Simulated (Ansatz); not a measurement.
# BH₄O₂Sb: up Jacob's ladder to CCSD(T)

Aim: compute BH₄O₂Sb with functionals from several rungs and with coupled cluster. The yardstick is the atomisation energy at the CCSD(T) limit.

The runs use Ansatz 0.2.0, Gaussian basis; functionals in def2-TZVPP, the program's frozen cores in correlated methods.

Levels to be run: LDA (SPW92), PBE-D4, revPBE-D4, BLYP-D4, r2SCAN-D4, B97M-V, PBE0-D4, B3LYP-D4, r2SCANh-D4, r2SCAN0-D4, HSE06-D4, BHLYP-D4, CAM-B3LYP-D4, LC-ωPBE, ωB97X-V, ωB97M-V, B2PLYP, PBE-QIDH; CCSD(T)/def2-SVP; CCSD(T)/def2-TZVPP; MP2/def2-QZVPP; extrapolation to the limit; RPA on PBE.

## Step 1: The relaxed structure

All runs share one geometry, relaxed beforehand with PBE0-D4 in a triple-zeta def2 set. Sb takes the def2 core potential; no spin-orbit term is included.

SMILES `O[B](O)[SbH2]`, 8 atoms, charge 0, spin multiplicity 1.

Atoms are counted from 1 here; the program's logs count them from 0.

Bond lengths: O1–B2 1.360 Å, O1–H5 0.963 Å, B2–O3 1.360 Å, B2–Sb4 2.260 Å, O3–H6 0.963 Å, Sb4–H7 1.705 Å, Sb4–H8 1.705 Å. Angles: B2–O1–H5 115.8°, O1–B2–O3 125.0°, O1–B2–Sb4 117.5°, O3–B2–Sb4 117.5°, B2–O3–H6 115.8°, B2–Sb4–H7 92.9°, B2–Sb4–H8 92.9°, H7–Sb4–H8 92.3°.

## Step 2: LDA

This LDA is Slater exchange with PW92 correlation.

in.yaml

```yaml
crystal:
  periodic: [false, false, false]
  atoms:
    - {symbol: O, position_ang: [-0.013021, 1.362709, -0.753353]}
    - {symbol: B, position_ang: [-0.018515, 0.362035, 0.167531]}
    - {symbol: O, position_ang: [0.611130, 0.408186, 1.372055]}
    - {symbol: Sb, position_ang: [-1.278854, -1.459976, -0.280691]}
    - {symbol: H, position_ang: [0.488476, 2.149752, -0.514862]}
    - {symbol: H, position_ang: [1.098459, 1.217430, 1.560279]}
    - {symbol: H, position_ang: [-0.716163, -1.562468, -1.887332]}
    - {symbol: H, position_ang: [-0.079510, -2.534668, 0.280575]}
basis:
  gaussian: {orbitals: def2-TZVPP}
hamiltonian: {xc: lda}
output: {orbitals: {seedname: orbitals}}
```

Launch:

```sh
ansatz run in.yaml --threads 2 --pin off --events-out ev --progress --plain --max-ram 4352MiB
```

Further steps of the session: PBE-D4 (GGA); revPBE-D4 (GGA); BLYP-D4 (GGA); r2SCAN-D4 (meta-GGA); B97M-V (meta-GGA); B3LYP-D4 (hybrid); r2SCANh-D4 (hybrid); r2SCAN0-D4 (hybrid); HSE06-D4 (hybrid); BHLYP-D4 (hybrid); CAM-B3LYP-D4 (range-separated); LC-ωPBE (range-separated); ωB97X-V (range-separated); ωB97M-V (range-separated); B2PLYP (double hybrid); PBE-QIDH (double hybrid); CCSD(T) in def2-SVP; CCSD(T) in def2-TZVPP; MP2 in def2-QZVPP; RPA on PBE orbitals.

**Question.** What will the summary of the whole plan be? Wanted: atomisation energy, CCSD(T)/CBS; farthest beyond LDA; mean size of error, GGA; mean size of error, meta-GGA; mean size of error, hybrid; mean size of error, range-separated; mean size of error, double hybrid; gap, smallest and largest; T1 diagnostic.

**Answer**, as computed:

```
                               quantity                                                                                    value
        atomisation energy, CCSD(T)/CBS                                                                                28.965 eV
    functionals within 0.290 eV (1.0 %)  BLYP-D4, r2SCAN-D4, B97M-V, PBE0-D4, B3LYP-D4, HSE06-D4, CAM-B3LYP-D4, ωB97X-V, ωB97M-V
                    farthest beyond LDA                                                                     BHLYP-D4 (-1.176 eV)
                mean size of error, GGA                                                                                 0.374 eV
           mean size of error, meta-GGA                                                                                 0.077 eV
             mean size of error, hybrid                                                                                 0.450 eV
    mean size of error, range-separated                                                                                 0.159 eV
      mean size of error, double hybrid                                                                                 0.477 eV
              gap, smallest and largest                                                    4.82 eV (BLYP-D4), 11.28 eV (LC-ωPBE)
                          T1 diagnostic                                                                                   0.0139
triples share of the correlation energy                                                                                    3.3 %
```

**Reading.** The LDA atomisation energy is off by 4.898 eV (17 %): it overbinds. PBE-D4 is off by +0.585 eV. Double hybrids carry the basis error of their MP2 part in triple zeta, and no dispersion term here, so their miss is partly the set-up's. The rungs meta-GGA, range-separated miss on average by less than the doubt on the reference (0.290 eV), so they tie. Misses under about 0.290 eV are within the doubt on the reference itself, which lacks core-valence correlation, spin-orbit coupling and higher excitations, and its outer-core shells are covered unevenly. All levels share the lack of spin-orbit coupling, which lowers the free heavy atoms and so the true binding. Hartree-Fock recovers 68 % of the binding; the rest is correlation. CCSD(T) in def2-SVP is off by -2.119 eV, so the small basis spoils what the method gains. Orbital gaps span 4.8 to 11.3 eV; exact exchange widens them. Correlated methods include outer-core shells of Sb, which these sets cover unevenly.
